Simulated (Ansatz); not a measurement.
# CH3ClFNSi2: a ladder of functionals and wavefunction methods

The task here is to estimate one member of a computed series from the others.

Program: Ansatz 0.2.0, Gaussian basis. Level of theory: functionals in def2-TZVPP, the program's frozen cores in correlated methods. These are calculated values, not measurements.

Levels to be run: LDA (SPW92), PBE-D4, revPBE-D4, BLYP-D4, r2SCAN-D4, B97M-V, PBE0-D4, B3LYP-D4, r2SCANh-D4, r2SCAN0-D4, HSE06-D4, BHLYP-D4, CAM-B3LYP-D4, LC-ωPBE, ωB97X-V, ωB97M-V, B2PLYP, PBE-QIDH; CCSD(T)/def2-SVP; CCSD(T)/def2-TZVPP; MP2/def2-QZVPP; extrapolation to the limit; RPA on PBE.

## The relaxed structure

All runs share one geometry, relaxed beforehand with PBE0-D4 in a triple-zeta def2 set.

SMILES `N#C[SiH](Cl)[SiH2]F`, 9 atoms, charge 0, spin multiplicity 1.

Atoms are counted from 1 here; the program's logs count them from 0.

Bond lengths: N1–C2 1.152 Å, C2–Si3 1.848 Å, Si3–Cl4 2.043 Å, Si3–Si5 2.349 Å, Si3–H7 1.479 Å, Si5–F6 1.600 Å, Si5–H8 1.482 Å, Si5–H9 1.483 Å. Angles: N1–C2–Si3 176.0°, C2–Si3–Cl4 108.2°, C2–Si3–Si5 105.8°, C2–Si3–H7 106.8°, Cl4–Si3–Si5 111.1°, Cl4–Si3–H7 109.4°, Si5–Si3–H7 115.2°, Si3–Si5–F6 108.3°, Si3–Si5–H8 109.7°, Si3–Si5–H9 109.8°, F6–Si5–H8 109.0°, F6–Si5–H9 108.8°, H8–Si5–H9 111.1°.

The first run:

Contents of in.yaml:

```yaml
crystal:
  periodic: [false, false, false]
  atoms:
    - {symbol: N, position_ang: [1.719308, -2.434969, 0.733851]}
    - {symbol: C, position_ang: [1.352134, -1.518585, 0.139263]}
    - {symbol: Si, position_ang: [0.688487, -0.019088, -0.712362]}
    - {symbol: Cl, position_ang: [0.031720, -0.575828, -2.565578]}
    - {symbol: Si, position_ang: [-1.089428, 0.738416, 0.623246]}
    - {symbol: F, position_ang: [-1.675354, 2.076941, -0.029740]}
    - {symbol: H, position_ang: [1.817096, 0.926237, -0.855652]}
    - {symbol: H, position_ang: [-2.157725, -0.287687, 0.662079]}
    - {symbol: H, position_ang: [-0.597735, 1.048263, 1.987794]}
basis:
  gaussian: {orbitals: def2-TZVPP}
hamiltonian: {xc: lda}
output: {orbitals: {seedname: orbitals}}
```

Among the steps run: LDA; PBE-D4 (GGA); revPBE-D4 (GGA); BLYP-D4 (GGA); r2SCAN-D4 (meta-GGA); B97M-V (meta-GGA); PBE0-D4 (hybrid); B3LYP-D4 (hybrid); r2SCANh-D4 (hybrid); r2SCAN0-D4 (hybrid); HSE06-D4 (hybrid); BHLYP-D4 (hybrid); CAM-B3LYP-D4 (range-separated); LC-ωPBE (range-separated); ωB97X-V (range-separated); ωB97M-V (range-separated); B2PLYP (double hybrid); PBE-QIDH (double hybrid).

One of the session's tables, all rows but one given; the rest of the session is left out.

It belongs to the step «Frontier levels by functional». 

| functional | HOMO (eV) | LUMO (eV) | gap (eV) |
| --- | --- | --- | --- |
| LDA (SPW92) | -7.68 | -2.97 | 4.71 |
| PBE-D4 | -7.57 | -2.70 | 4.87 |
| revPBE-D4 | -7.52 | -2.59 | 4.93 |
| BLYP-D4 | -7.45 | -2.51 | 4.94 |
| r2SCAN-D4 | -7.88 | -2.50 | 5.37 |
| B97M-V | -7.94 | -2.54 | 5.41 |
| PBE0-D4 | -8.81 | -1.82 | 6.99 |
| B3LYP-D4 | -8.61 | -1.99 | 6.62 |
| r2SCANh-D4 | -8.33 | -2.18 | 6.14 |
| r2SCAN0-D4 | -9.00 | -1.71 | 7.29 |
| HSE06-D4 | -8.42 | -2.20 | 6.21 |
| BHLYP-D4 | -9.96 | -0.81 | 9.15 |
| CAM-B3LYP-D4 | -10.12 | -0.70 | 9.42 |
| LC-ωPBE | -11.42 | 0.42 | 11.84 |
| ωB97X-V | -11.08 | 0.32 | 11.41 |
| ωB97M-V | ? | ? | ? |

Estimate the missing values for ωB97M-V.

**Answer.** HOMO (eV): -10.85; LUMO (eV): 0.11; gap (eV): 10.96. In the column «HOMO (eV)» it lies between ωB97X-V (-11.08) and CAM-B3LYP-D4 (-10.12).
